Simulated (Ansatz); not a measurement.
**GaSi (quartet): correlated methods under varied settings at distance Si1–Ga2 = 1.932 Å**

What do other methods and options give for GaSi (quartet) at this geometry, and how long do they take?

Method: the settings change from run to run; program: Ansatz 0.2.0, Gaussian basis.

23 further runs of the same task are left out: 2 for a known fault of the program, 18 that didn't finish, 3 set aside as unsound or not needed. Runs told in other sessions of the task aren't counted.

## 1. The system

The geometry derives from a PBE0/def2-TZVP stationary point (not a proven minimum). One bond is set to the value named and the two fragments are kept rigid. No spin-orbit coupling is included. The filled d shell of Ga may be among the frozen orbitals whatever the setting's name suggests.

2 atoms, charge 0, spin multiplicity 4.

Atoms are counted from 1 here; the program's logs count them from 0.

Bond lengths: Si1–Ga2 1.932 Å.

## 2. HF (ROHF)/cc-pVDZ

in.yaml reads:

```yaml
crystal:
  periodic: [false, false, false]
  atoms:
    - {symbol: Si, position_ang: [0.000000, 0.000000, 0.000000]}
    - {symbol: Ga, position_ang: [0.000000, 0.000000, 1.932000]}
basis:
  gaussian: {orbitals: cc-pVDZ}
magnetization: {spin_polarized: false, initial_magnetization: 3}
hamiltonian: {xc: hf}
output: {orbitals: {seedname: orbitals}}
```

The run is started by

```console
$ ansatz run in.yaml --threads 1 --pin off --events-out ev --progress --plain --max-ram 2393MiB
```

Log:

```text
Functional definition: HF
  name "HF"
  cite "Fock, Z. Phys. 61, 126 (1930) doi:10.1007/BF01340294"
  parent pbe
  exchange = exact_x
  correlation = 0
509 factors; integrals over basis functions are off by at most 1.0e-3 eV
mean field evaluation 1: about -60191.8081 eV, gradient 4.7e0 eV
mean field evaluation 2: about -60191.8769 eV, gradient 5.0e0 eV
mean field evaluation 4: about -60192.1696 eV, gradient 7.6e-1 eV
mean field evaluation 8: about -60192.1894 eV, gradient 2.8e-1 eV
mean field evaluation 16: about -60191.1628 eV, gradient 5.2e0 eV
mean field evaluation 32: about -60190.2782 eV, gradient 8.2e0 eV
mean field -60192.19918863 eV, -2212.0225204441 hartree, gradient 3.2e-5 eV, S^2 3.750000; 0 other end points of the search recorded, 0 dependent functions left out
reference -60192.19918863 eV, -2212.0225204441 hartree; 24, 21 occupied and 21, 24 virtual orbitals, 509 factors
Total energy: -60192.19918863 eV, -2212.0225204441 hartree
```

It took 0.84 s on 1 thread of Arm Neoverse V1, shared host.

## 3. MP2 on ROHF/6-31G

in.yaml reads:

```yaml
crystal:
  periodic: [false, false, false]
  atoms:
    - {symbol: Si, position_ang: [0.000000, 0.000000, 0.000000]}
    - {symbol: Ga, position_ang: [0.000000, 0.000000, 1.932000]}
basis:
  gaussian: {orbitals: 6-31G}
magnetization: {spin_polarized: false, initial_magnetization: 3}
correlation: {method: mp2, electrons: valence}
output: {forces: true}
```

The command is unchanged.

Log (excerpt; [...] marks lines left out):

```text
Functional definition: HF
  name "HF"
  cite "Fock, Z. Phys. 61, 126 (1930) doi:10.1007/BF01340294"
  parent pbe
[...]
390 factors; integrals over basis functions are off by at most 1.9e-4 eV
[...]
mean field -60183.04555639 eV, -2211.6861306638 hartree, gradient 4.0e-6 eV, S^2 3.750000; 6 other end points of the search recorded, 0 dependent functions left out
[...]
14 core orbitals not correlated: weight in the atoms' cores, before any rotation towards them, 1.000 or more for the frozen orbitals, at most 0.000 for the correlated occupied ones
reference -60183.04555639 eV, -2211.6861306638 hartree; 10, 7 occupied and 18, 21 virtual orbitals, 390 factors
second order -6.24618512 eV of doubles, -0.04781693 eV of singles
[...]
Total energy: -60189.33955844 eV, -2211.9174309728 hartree
Atom 0 at     0.000000     0.000000     0.000000 Å, force    -0.000000    -0.000000   -10.727500 eV/Å
Atom 1 at     0.000000     0.000000     1.932000 Å, force     0.000000     0.000000    10.727500 eV/Å
Dipole moment:    -0.000000     0.000000     0.064810 e Å
```

Run time: 1.9 s. Hardware: 1 thread of Arm Neoverse V1, shared host.

## 4. MRCISD+Q(5,4)/cc-pVDZ

in.yaml reads:

```yaml
crystal:
  periodic: [false, false, false]
  atoms:
    - {symbol: Si, position_ang: [0.000000, 0.000000, 0.000000]}
    - {symbol: Ga, position_ang: [0.000000, 0.000000, 1.932000]}
basis:
  gaussian: {orbitals: cc-pVDZ}
magnetization: {spin_polarized: false, initial_magnetization: 3}
correlation: {method: fic_mrcisd_q, electrons: outside_noble_gas, active_space: {window: {electrons: 5, orbitals: 4}}}
scf: {lower_state_search: light}
```

Same command.

Log (excerpt; [...] marks lines left out):

```text
Functional definition: HF
  name "HF"
  cite "Fock, Z. Phys. 61, 126 (1930) doi:10.1007/BF01340294"
  parent pbe
[...]
509 factors; integrals over basis functions are off by at most 1.0e-3 eV
[...]
mean field -60192.19918863 eV, -2212.0225204441 hartree, gradient 1.2e-6 eV, S^2 3.750000; 2 other end points of the search recorded, 0 dependent functions left out
reference -60192.19918863 eV, -2212.0225204441 hartree; 24, 21 occupied and 21, 24 virtual orbitals, 509 factors
state -60192.19918863 eV, -2212.0225204441 hartree
contracted CI cycle   1: correlation 0.00000000 eV, 0.0000000000 hartree, residual 1.05e1 eV
contracted CI cycle   2: correlation -3.08610908 eV, -0.1134124170 hartree, residual 1.80e0 eV
contracted CI cycle   3: correlation -3.19795886 eV, -0.1175228206 hartree, residual 4.78e-1 eV
contracted CI cycle   4: correlation -3.20606344 eV, -0.1178206583 hartree, residual 1.52e-1 eV
contracted CI cycle   5: correlation -3.20685272 eV, -0.1178496637 hartree, residual 4.36e-2 eV
contracted CI cycle   6: correlation -3.20691549 eV, -0.1178519705 hartree, residual 1.15e-2 eV
contracted CI cycle   7: correlation -3.20691959 eV, -0.1178521211 hartree, residual 3.10e-3 eV
contracted CI cycle   8: correlation -3.20691989 eV, -0.1178521324 hartree, residual 9.27e-4 eV
state -60192.19918863 eV, -2212.0225204441 hartree; corrected -60195.75747189 eV, -2212.1532849420 hartree
WARN: 1 active orbitals are nearly empty or full. The corrections depend on them more than the energy does, and are more stable in an active space without them
Total energy: -60195.75747189 eV, -2212.1532849420 hartree
```

It took 2.4 s on 1 thread of Arm Neoverse V1, shared host.

From the report: 2 determinants; active occupations 2.00, 1.00, 1.00, 1.00. The report marks this result as in doubt.

## 5. CCSDT(Q)/B on UHF/6-31G

in.yaml reads:

```yaml
crystal:
  periodic: [false, false, false]
  atoms:
    - {symbol: Si, position_ang: [0.000000, 0.000000, 0.000000]}
    - {symbol: Ga, position_ang: [0.000000, 0.000000, 1.932000]}
basis:
  gaussian: {orbitals: 6-31G}
magnetization: {spin_polarized: true, initial_magnetization: 3}
correlation: {method: ccsdt_q_b, electrons: outside_noble_gas}
scf: {lower_state_search: off}
```

Launched as before.

Log (excerpt; [...] marks lines left out):

```text
Functional definition: HF
  name "HF"
  cite "Fock, Z. Phys. 61, 126 (1930) doi:10.1007/BF01340294"
  parent pbe
[...]
687 factors; integrals over basis functions are off by at most 7.4e-8 eV
[...]
mean field -60183.12203236 eV, -2211.6889411038 hartree, gradient 2.3e-6 eV, S^2 3.759738; 0 other end points of the search recorded, 0 dependent functions left out
19 core orbitals not correlated: weight in the atoms' cores, before any rotation towards them, 0.987 or more for the frozen orbitals, at most 0.009 for the correlated occupied ones
reference -60183.12203236 eV, -2211.6889411038 hartree; 5, 2 occupied and 18, 21 virtual orbitals, 687 factors
second order -1.46687473 eV of doubles, -0.00000000 eV of singles
cycle   1  -1.78778308 eV  change   -3.2e-1 eV  update   8.0e-2
[...]
cycle  14  -2.06473406 eV  change    7.3e-7 eV  update   8.0e-7
perturbative correction -0.00448841 eV, -0.0001649459 hartree
Total energy: -60185.19125482 eV, -2211.7649836269 hartree
Checks for a lower state left out: stability, starts, cluster_reference, orbital_swaps, neighbouring_geometries, increment
```

It took 3.2 s on 1 thread of Arm Neoverse V1, shared host.

From the report: ⟨S²⟩ of the determinant 3.760 (pure quartet: 3.75); correlation -2.0692 eV; T1 0.023; largest double amplitude 0.10.

## 6. HF (ROHF)/def2-SVPD

in.yaml reads:

```yaml
crystal:
  periodic: [false, false, false]
  atoms:
    - {symbol: Si, position_ang: [0.000000, 0.000000, 0.000000]}
    - {symbol: Ga, position_ang: [0.000000, 0.000000, 1.932000]}
basis:
  gaussian: {orbitals: def2-SVPD}
magnetization: {spin_polarized: false, initial_magnetization: 3}
hamiltonian: {xc: hf, pseudopotentials: {relativity: none}}
scf: {lower_state_search: off}
output: {forces: true, orbitals: {seedname: orbitals}}
```

The command is unchanged.

Log (excerpt; [...] marks lines left out):

```text
Functional definition: HF
  name "HF"
  cite "Fock, Z. Phys. 61, 126 (1930) doi:10.1007/BF01340294"
  parent pbe
[...]
591 factors; integrals over basis functions are off by at most 7.7e-4 eV
[...]
mean field -60183.77872573 eV, -2211.7130741401 hartree, gradient 3.0e-6 eV, S^2 3.750000; 0 other end points of the search recorded, 0 dependent functions left out
[...]
reference -60183.77872573 eV, -2211.7130741401 hartree; 24, 21 occupied and 38, 41 virtual orbitals, 591 factors
Total energy: -60183.77872573 eV, -2211.7130741401 hartree
Atom 0 at     0.000000     0.000000     0.000000 Å, force     0.000000     0.000000    -9.903779 eV/Å
Atom 1 at     0.000000     0.000000     1.932000 Å, force    -0.000000    -0.000000     9.903779 eV/Å
Dipole moment:     0.000000     0.000000     0.280312 e Å
Checks for a lower state left out: stability, starts, cluster_reference, orbital_swaps, neighbouring_geometries, increment
```

It took 0.81 s on 1 thread of Arm Neoverse V1, shared host.

## 7. MP2 on ROHF/aug-cc-pVDZ

in.yaml reads:

```yaml
crystal:
  periodic: [false, false, false]
  atoms:
    - {symbol: Si, position_ang: [0.000000, 0.000000, 0.000000]}
    - {symbol: Ga, position_ang: [0.000000, 0.000000, 1.932000]}
basis:
  gaussian: {orbitals: aug-cc-pVDZ}
magnetization: {spin_polarized: false, initial_magnetization: 3}
correlation: {method: mp2, electrons: outside_noble_gas}
accuracy: high
output: {forces: true}
```

Launched as before.

Log (excerpt; [...] marks lines left out):

```text
Functional definition: HF
  name "HF"
  cite "Fock, Z. Phys. 61, 126 (1930) doi:10.1007/BF01340294"
  parent pbe
[...]
1124 factors; integrals over basis functions are off by at most 4.3e-9 eV
[...]
mean field -60192.24952578 eV, -2212.0243703003 hartree, gradient 2.9e-8 eV, S^2 3.750000; 2 other end points of the search recorded, 0 dependent functions left out
[...]
19 core orbitals not correlated: weight in the atoms' cores, before any rotation towards them, 0.994 or more for the frozen orbitals, at most 0.005 for the correlated occupied ones
reference -60192.24952578 eV, -2212.0243703003 hartree; 5, 2 occupied and 39, 42 virtual orbitals, 1124 factors
second order -2.77599014 eV of doubles, -0.04443019 eV of singles
[...]
Total energy: -60195.06994611 eV, -2212.1280188358 hartree
Atom 0 at     0.000000     0.000000     0.000000 Å, force    -0.000000    -0.000000   -10.670515 eV/Å
Atom 1 at     0.000000     0.000000     1.932000 Å, force     0.000000     0.000000    10.670515 eV/Å
Dipole moment:     0.000000     0.000000     0.110257 e Å
```

Wall time 7.5 s (1 thread of Arm Neoverse V1, shared host).

## 8. BCCD(T)/cc-pVDZ

in.yaml reads:

```yaml
crystal:
  periodic: [false, false, false]
  atoms:
    - {symbol: Si, position_ang: [0.000000, 0.000000, 0.000000]}
    - {symbol: Ga, position_ang: [0.000000, 0.000000, 1.932000]}
basis:
  gaussian: {orbitals: cc-pVDZ}
magnetization: {spin_polarized: true, initial_magnetization: 3}
hamiltonian: {xc: {name: r2SCAN}}
correlation: {method: bccd_t, electrons: outside_noble_gas, diis_vectors: 4}
```

Same command.

Log (excerpt; [...] marks lines left out):

```text
Functional definition: r2SCAN
  name "r2SCAN"
  cite "Furness, Kaplan, Ning, Perdew & Sun, J. Phys. Chem. Lett. 11, 8208 (2020) doi:10.1021/acs.jpclett.0c02405"
  cite "Furness, Kaplan, Ning, Perdew & Sun, J. Phys. Chem. Lett. 11, 9248 (2020) doi:10.1021/acs.jpclett.0c03077"
  parent r2scan
[...]
509 factors; integrals over basis functions are off by at most 1.0e-3 eV
[...]
mean field -60249.55671558 eV, -2214.1303706813 hartree, gradient 7.4e-6 eV, S^2 3.752806; 0 other end points of the search recorded, 0 dependent functions left out
19 core orbitals not correlated: weight in the atoms' cores, before any rotation towards them, 0.993 or more for the frozen orbitals, at most 0.005 for the correlated occupied ones
reference -60191.80385492 eV, -2212.0079921983 hartree; 5, 2 occupied and 21, 24 virtual orbitals, 509 factors
second order -2.79475737 eV of doubles, -0.11193144 eV of singles
cycle   1  -3.32762865 eV  change   -4.2e-1 eV  update   6.6e-2
[...]
cycle  12  -3.50316266 eV  change    6.6e-7 eV  update   2.5e-6
perturbative correction -0.14693088 eV, -0.0053996102 hartree
Total energy: -60195.45394846 eV, -2212.1421306617 hartree
```

It took 4.6 s on 1 thread of Arm Neoverse V1, shared host.

From the report: ⟨S²⟩ of the determinant 3.753 (pure quartet: 3.75); correlation -3.6501 eV; largest double amplitude 0.08.

## 9. NEVPT2(17,10)/cc-pVDZ

in.yaml reads:

```yaml
crystal:
  periodic: [false, false, false]
  atoms:
    - {symbol: Si, position_ang: [0.000000, 0.000000, 0.000000]}
    - {symbol: Ga, position_ang: [0.000000, 0.000000, 1.932000]}
basis:
  gaussian: {orbitals: cc-pVDZ, point_charges: [{charge: -0.50, position_ang: [3.142, -0.081, 0.506]}]}
magnetization: {spin_polarized: false, initial_magnetization: 3}
correlation: {method: sc_nevpt2, electrons: valence, active_space: {window: {electrons: 17, orbitals: 10}, states: [{multiplicity: 4, weights: [1, 1]}]}}
accuracy: high
```

Launched as before.

Log (excerpt; [...] marks lines left out):

```text
Functional definition: HF
  name "HF"
  cite "Fock, Z. Phys. 61, 126 (1930) doi:10.1007/BF01340294"
  parent pbe
[...]
864 factors; integrals over basis functions are off by at most 4.4e-9 eV
[...]
mean field -60192.33809491 eV, -2212.0276251557 hartree, gradient 3.9e-8 eV, S^2 3.750000; 2 other end points of the search recorded, 0 dependent functions left out
reference -60192.33809491 eV, -2212.0276251557 hartree; 24, 21 occupied and 21, 24 virtual orbitals, 864 factors
state -60192.25083618 eV, -2212.0244184566 hartree
state -60190.30304693 eV, -2211.9528385220 hartree
state -60192.25083618 eV, -2212.0244184566 hartree; corrected -60195.13085453 eV, -2212.1302571790 hartree
state -60190.30304693 eV, -2211.9528385220 hartree; corrected -60192.93480118 eV, -2212.0495537069 hartree
Total energy: -60194.03282786 eV, -2212.0899054429 hartree
```

Wall time 2.7 s (1 thread of Arm Neoverse V1, shared host).

From the report: 120 determinants; active occupations (of the averaged states) 2.00, 2.00, 2.00, 2.00, 2.00, 2.00, 1.50, 1.50, 1.00, 1.00.

## 10. BCCD on ROHF/cc-pVDZ

in.yaml reads:

```yaml
crystal:
  periodic: [false, false, false]
  atoms:
    - {symbol: Si, position_ang: [0.000000, 0.000000, 0.000000]}
    - {symbol: Ga, position_ang: [0.000000, 0.000000, 1.932000]}
basis:
  gaussian: {orbitals: cc-pVDZ}
magnetization: {spin_polarized: false, initial_magnetization: 3}
hamiltonian: {pseudopotentials: {relativity: scalar}}
correlation: {method: bccd, electrons: outside_noble_gas}
```

Same command.

Log (excerpt; [...] marks lines left out):

```text
Functional definition: HF
  name "HF"
  cite "Fock, Z. Phys. 61, 126 (1930) doi:10.1007/BF01340294"
  parent pbe
[...]
509 factors; integrals over basis functions are off by at most 1.0e-3 eV
[...]
mean field -60616.24550914 eV, -2227.6059352940 hartree, gradient 5.3e-6 eV, S^2 3.750000; 4 other end points of the search recorded, 0 dependent functions left out
[...]
determinant -60616.24550914 eV, -2227.6059352940 hartree, with singles and doubles -60619.66253229 eV, -2227.7315085787 hartree
determinant -60614.24083120 eV, -2227.5322647386 hartree, with singles and doubles -60617.42290232 eV, -2227.6492036952 hartree
determinant -60613.01535413 eV, -2227.4872292867 hartree, with singles and doubles -60616.74097944 eV, -2227.6241434915 hartree
19 core orbitals not correlated: weight in the atoms' cores, before any rotation towards them, 0.993 or more for the frozen orbitals, at most 0.006 for the correlated occupied ones
reference -60616.24550914 eV, -2227.6059352940 hartree; 5, 2 occupied and 21, 24 virtual orbitals, 509 factors
second order -2.70005143 eV of doubles, -0.04132555 eV of singles
cycle   1  -3.42001518 eV  change   -3.0e-3 eV  update   1.1e-2
[...]
cycle   9  -3.41845673 eV  change   -8.8e-7 eV  update   5.2e-6
Total energy: -60619.66396587 eV, -2227.7315612617 hartree
Relativity: scalar
```

Run time: 2.7 s. Hardware: 1 thread of Arm Neoverse V1, shared host.

From the report: correlation -3.4185 eV; largest double amplitude 0.08.

## 11. All runs side by side

Where basis and cores are those of an earlier FCI/cc-pVDZ run (-60195.8094 eV), and the records show the same count of frozen orbitals and kind of state, the miss against it is given; a blank cell means that this couldn't be shown. † marks a result that the program doubts.

```
                                                                level         correlated  functions  energy (eV)  from FCI (meV)    time
                                                    HF (ROHF)/cc-pVDZ                            45  -60192.1992          3610.2  0.84 s
                                                    MP2 on ROHF/6-31G            valence         42  -60189.3396                   1.9 s
                                              MRCISD+Q(5,4)/cc-pVDZ †  outside noble gas         45  -60195.7575            51.9   2.4 s
                                              CCSDT(Q)/B on UHF/6-31G  outside noble gas         42  -60185.1913                   3.2 s
                                                  HF (ROHF)/def2-SVPD                            62  -60183.7787                  0.81 s
                                              MP2 on ROHF/aug-cc-pVDZ  outside noble gas         63  -60195.0699                   7.5 s
                                 BCCD(T)/cc-pVDZ (on r2SCAN orbitals)  outside noble gas         45  -60195.4539           355.4   4.6 s
NEVPT2(17,10)/cc-pVDZ (mean of several states, beside a point charge)            valence         45  -60194.0328                   2.7 s
                                BCCD on ROHF/cc-pVDZ (relativity set)  outside noble gas         45  -60619.6640                   2.7 s
```

## 12. Summary of results

| quantity | value |
| --- | --- |
| runs | 9 |
| quickest | HF (ROHF)/def2-SVPD, 0.81 s |
| slowest | MP2 on ROHF/aug-cc-pVDZ, 7.5 s |

What this shows: Total energies in different bases, with other cores or another treatment of relativity can't be set against each other. «valence» and «outside noble gas» are the program's key words; the logs give how many orbitals each freezes, and for Ga to Kr the 3d shell needn't follow the word's plain sense. MP2 on ROHF/aug-cc-pVDZ took 9 times as long as HF (ROHF)/def2-SVPD; the jobs differ in more than the method. Among the correlated runs with a miss given, it spans +52 to +355 meV. Hartree-Fock, CASSCF and CASCI lack dynamic correlation by design. Cores frozen from Kohn-Sham orbitals shift the total energy.
